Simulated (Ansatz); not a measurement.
# Cd: straining the crystal, a stretch of c alone

An exercise on one series of results from a longer session: the logs are not shown, and one member is left open.

Method: DFT r2SCAN, scalar-relativistic, plane waves, PAW, in Ansatz 0.2.0.

2 further runs of the same task are left out: 2 set aside as unsound or not needed.

### Starting point

It takes space group P6_3/mmc (No. 194, hexagonal). The conventional cell has a = 2.962 Å, b = 2.962 Å, c = 5.797 Å, α = 90.00°, β = 90.00°, γ = 120.00°. Cd (site symmetry -6m2) is surrounded by 12 Cd at 2.96 to 3.37 Å.

Structure file:

```cif
data_structure
_symmetry_space_group_name_H-M 'P6_3/mmc'
_symmetry_Int_Tables_number 194
_cell_length_a 2.9618
_cell_length_b 2.9618
_cell_length_c 5.7970
_cell_angle_alpha 90.000
_cell_angle_beta 90.000
_cell_angle_gamma 120.000
_cell_volume 44.04
loop_
_atom_site_label
_atom_site_type_symbol
_atom_site_symmetry_multiplicity
_atom_site_Wyckoff_symbol
_atom_site_fract_x
_atom_site_fract_y
_atom_site_fract_z
_atom_site_occupancy
Cd1 Cd 2 c 0.33333 0.66667 0.25000 1
```

This cell was relaxed beforehand with the same method: volume 22.02 Å³/atom, gap on the mesh none (metal).

Set-up of the first run:

input.yaml

```yaml
crystal:
  lattice:
    - [2.9617840135, 0.0, 0.0]
    - [-1.4808920068, 2.5649801962, 0.0]
    - [0.0, 0.0, 5.797025219]
  atoms:
    - { symbol: Cd, position: [0.3333333333, 0.6666666667, 0.25] }
    - { symbol: Cd, position: [0.6666666667, 0.3333333333, 0.75] }
basis:
  ecutwfc: 500
kpoints:
  mp_grid: { grid: [24, 24, 10] }
hamiltonian:
  xc: r2scan
scf:
  occupations: { method: gaussian, width: 0.1 }
output:
  forces: true
  stress: true
  eigenvalues: true
```

Run with:

```sh
ansatz run input.yaml --threads 1 --pin off --max-ram 2560MiB --backend cpu --events-out ev --progress --plain --runs-dir out
```

Among the steps run: Reference cell for the strains; At -2.0 %; Strain +2.0 %; Strain -4.0 %; The cell strained by +4.0 %; At -6.0 %; Strain +6.0 %.

One table of the session follows, with a row left open; its other results are not shown here.

Lengths are those of the vectors of the cell that was run; stresses in GPa:

| strain (%) | ΔE (meV/atom) | c (Å) |
| --- | --- | --- |
| -6.0 | 13.3 | 5.449 |
| -4.0 | 5.1 | 5.565 |
| -2.0 | 1.0 | 5.681 |
| +0.0 | 0.0 | 5.797 |
| +2.0 | 1.8 | 5.913 |
| +4.0 | ? | ? |
| +6.0 | 11.0 | 6.145 |

Q: Estimate the row for strain (%) = +4.0 from the others.

Worked estimate for «ΔE (meV/atom)». A straight line through the neighbours (2.0, 1.8) and (6.0, 11.0) gives 1.8 + (11.0 − 1.8) × (4.0 − 2.0) / (6.0 − 2.0) = 6.4; a parabola fitted to 3 rows on both sides gives 5.5.

**Answer.** ΔE (meV/atom): 5.8; c (Å): 6.029. In «ΔE (meV/atom)» the line misses by +0.6 and the parabola by -0.3.

ΔE is over the unstrained cell. Stress in GPa, positive in compression, on the Cartesian axes of the input. 
